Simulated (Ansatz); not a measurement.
# In3Bi (ReO3 type): how the settings move a single-point run

Aim: see which settings change the result for In3Bi (ReO3 type), by how much, and at what cost.

Computed with Ansatz 0.2.0 (reference: DFT, PBEsol, all-electron PAW with datasets made for the crystal, scalar-relativistic, unless a step's input says otherwise).

## Step 1: The structure to begin with

The structure is cubic, space group Pm-3m (No. 221). Conventional cell: a = 6.053 Å, b = 6.053 Å, c = 6.053 Å, α = 90.00°, β = 90.00°, γ = 90.00°. Bi (site symmetry m-3m) has 6 In at 3.03 Å as nearest neighbours. Around In (site symmetry 4/mmm) lie 2 Bi at 3.03 Å.

Structure file:

```cif
data_structure
_symmetry_space_group_name_H-M 'Pm-3m'
_symmetry_Int_Tables_number 221
_cell_length_a 6.0525
_cell_length_b 6.0525
_cell_length_c 6.0525
_cell_angle_alpha 90.000
_cell_angle_beta 90.000
_cell_angle_gamma 90.000
_cell_volume 221.72
loop_
_atom_site_label
_atom_site_type_symbol
_atom_site_symmetry_multiplicity
_atom_site_Wyckoff_symbol
_atom_site_fract_x
_atom_site_fract_y
_atom_site_fract_z
_atom_site_occupancy
Bi1 Bi 1 a 0.00000 0.00000 0.00000 1
In1 In 3 d 0.50000 0.00000 0.00000 1
```

## Step 2: Baseline

Input file input.yaml:

```yaml
crystal:
  lattice:
    - [6.0525189373, 0.0, 0.0]
    - [0.0, 6.0525189373, 0.0]
    - [0.0, 0.0, 6.0525189373]
  atoms:
    - { symbol: Bi, position: [0.0, 0.0, 0.0] }
    - { symbol: In, position: [0.5, 0.0, 0.0] }
    - { symbol: In, position: [0.0, 0.5, 0.0] }
    - { symbol: In, position: [0.0, 0.0, 0.5] }
kpoints:
  mp_grid: { grid: [7, 7, 7] }
  band_path:
    path:
      - [0.0, 0.0, 0.0]
      - [0.0, 0.5, 0.0]
      - [0.5, 0.5, 0.0]
      - [0.0, 0.0, 0.0]
      - [0.5, 0.5, 0.5]
      - [0.0, 0.5, 0.0]
      - [0.5, 0.5, 0.5]
      - [0.5, 0.5, 0.0]
    npoints: 8
scf:
  occupations: { method: fermi_dirac, width: 0.05 }
hamiltonian:
  xc: pbesol
  pseudopotentials: { kind: all_electron, datasets: crystal }
output:
  forces: true
  stress: true
  eigenvalues: true
  efg: { contact_densities: true }
```

Run with:

```console
$ ansatz run input.yaml --threads 1 --pin off --max-ram 3072MiB --backend cpu --events-out ev --progress --plain --runs-dir out
```

## Step 3: Changing settings: occupations.method methfessel_paxton, occupations.width 0.01, mixing.algorithm msr1, mixing.beta 0.05, xc_grid 2

Edit input.yaml of step 2 so:

```diff
@@ -24,3 +24,4 @@
 scf:
-  occupations: { method: fermi_dirac, width: 0.05 }
+  occupations: { method: methfessel_paxton, width: 0.01 }
+  mixing: { algorithm: msr1, beta: 0.05 }
 hamiltonian:
@@ -33 +34,3 @@
   efg: { contact_densities: true }
+basis:
+  xc_grid: 2
```

Before running it: what results should come out? Wanted: for each run, ending; energy change; pressure; gap; force.

The runs gave:

| run | ending | energy change | pressure (GPa) | gap (eV) | force (eV/Å) | cycles | time |
| --- | --- | --- | --- | --- | --- | --- | --- |
| reference | converged | 0 | 0.0 | 0.00 | 0.00 | 9 | 43 s |
| 1: occupations.method methfessel_paxton, occupations.width 0.01, mixing.algorithm msr1, mixing.beta 0.05, xc_grid 2 | converged | 0.0 meV/atom (σ→0) | 0.0 | 0.00 | 0.00 | 10 | 42 s |

Residual by cycle in the longest SCF loop of each run; runs are numbered as in the table. The quantity is the density residual dr2, in eV.

```csv
cycle,reference,run 1
1,0.766,0.766
2,0.0719,0.706
3,0.00612,0.0148
4,5.7e-4,0.0028
5,6.8e-5,7.6e-4
6,1.5e-5,1.8e-4
7,1.2e-6,1.2e-5
8,1.0e-7,1.3e-6
9,3.4e-9,1.6e-7
10,-,7.4e-9
```

Changing the smearing and mixing leaves the energy as it was (0.0 meV/atom). Cost: 10 SCF cycles against 9.
